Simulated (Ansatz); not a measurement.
**CH₂Ge (quintet): wave-function methods side by side, cc-pVDZ**

How much of the correlation energy of CH₂Ge (quintet) does each wave-function method recover here?

Program: Ansatz 0.2.0, Gaussian basis. Level of theory: cc-pVDZ, core rule «outside noble gas», up to 15 orbitals frozen. These are calculated values, not measurements.

To be run: UHF; CCSD(T) on ROHF; CCSD(T) on UHF; BCCD(T) on ROHF; CISD; CCSDT(Q) on ROHF; CCSDT(Q) on UHF; CCSDTQ on ROHF; CASSCF and MRCISD+Q, 10 electrons in 10 orbitals; CASSCF and NEVPT2, 10 electrons in 10 orbitals.

6 further runs of the same task are left out: 6 set aside as unsound or not needed.

## 1. What is computed

The geometry is a PBE0/def2-TZVP stationary point (not a proven minimum) of the parent state, kept for this charge and spin. No spin-orbit coupling is included. The filled d shell of Ge may be among the frozen orbitals whatever the setting's name suggests; the logs give the count.

4 atoms, charge 0, spin multiplicity 5.

Atoms are counted from 1 here; the program's logs count them from 0.

Bond lengths: Ge1–C2 1.905 Å, Ge1–H3 1.592 Å, C2–H4 1.091 Å. Angles: C2–Ge1–H3 95.9°, Ge1–C2–H4 136.5°.

Coordinates:

```xyz
4

Ge    0.0000   -0.0446    0.2902
C     0.0000    0.1823   -1.6010
H     0.0000    1.5086    0.6403
H     0.0000   -0.4689   -2.4762
```

## 2. UHF

File in.yaml:

```yaml
crystal:
  periodic: [false, false, false]
  atoms:
    - {symbol: Ge, position_ang: [0.000000, -0.044572, 0.290198]}
    - {symbol: C, position_ang: [0.000000, 0.182313, -1.601029]}
    - {symbol: H, position_ang: [0.000000, 1.508639, 0.640309]}
    - {symbol: H, position_ang: [0.000000, -0.468907, -2.476239]}
basis:
  gaussian: {orbitals: cc-pVDZ}
magnetization: {spin_polarized: true, initial_magnetization: 4}
hamiltonian: {xc: hf}
output: {orbitals: {seedname: orbitals}}
```

Command:

```sh
> ansatz run in.yaml --threads 1 --pin off --events-out ev --progress --plain --max-ram 2816MiB --backend cpu
```

After this run come: CCSD(T) on ROHF; CCSD(T) on UHF; BCCD(T) on ROHF; CISD; CCSDT(Q) on ROHF; CCSDT(Q) on UHF; CCSDTQ on ROHF; CASSCF and MRCISD+Q, 10 electrons in 10 orbitals; CASSCF and NEVPT2, 10 electrons in 10 orbitals.

Before running them: what should the planned runs give, taken together? Wanted: RCCSDTQ below the RHF energy; RMP2 from RCCSDTQ; UMP2 from RCCSDTQ; RCCSD from RCCSDTQ; RCCSD(T) from RCCSDTQ; UCCSD(T) from RCCSDTQ; RCCSDT(Q) from RCCSDTQ; UCCSDT(Q) from RCCSDTQ; NEVPT2 valence from RCCSDTQ.

The runs gave:

```
                         quantity                                                                                value
     RCCSDTQ below the RHF energy                                                                           -5.0039 eV
                RMP2 from RCCSDTQ                                                                         +98.6 kJ/mol
                UMP2 from RCCSDTQ                                                                         +96.8 kJ/mol
               RCCSD from RCCSDTQ                                                                         +13.8 kJ/mol
            RCCSD(T) from RCCSDTQ                                                                          +3.1 kJ/mol
            UCCSD(T) from RCCSDTQ                                                                          +1.9 kJ/mol
           RCCSDT(Q) from RCCSDTQ                                                                          +0.1 kJ/mol
           UCCSDT(Q) from RCCSDTQ                                                                          -1.2 kJ/mol
      NEVPT2 valence from RCCSDTQ                                                                         +80.6 kJ/mol
    MRCISD+Q valence from RCCSDTQ                                                                          +2.2 kJ/mol
levels within 1 kcal/mol (43 meV)  RCCSD(T), UCCSD(T), BCCD(T), RCCSDT, UCCSDT, RCCSDT(Q), UCCSDT(Q), MRCISD+Q valence
                    T1 diagnostic                                                                                0.023
   effectively unpaired electrons                                                                                 4.02
```

In words: RCCSD(T) lands +3.1 kJ/mol from the yardstick (0.6 % of the correlation energy). One determinant dominates. Of the multireference levels listed MRCISD+Q valence comes nearest in total energy (+2.2 kJ/mol), which doesn't show that its space is the better one. These misses are within one basis, not against nature; the frozen cores of restricted and unrestricted runs differ, which can shift their rows.
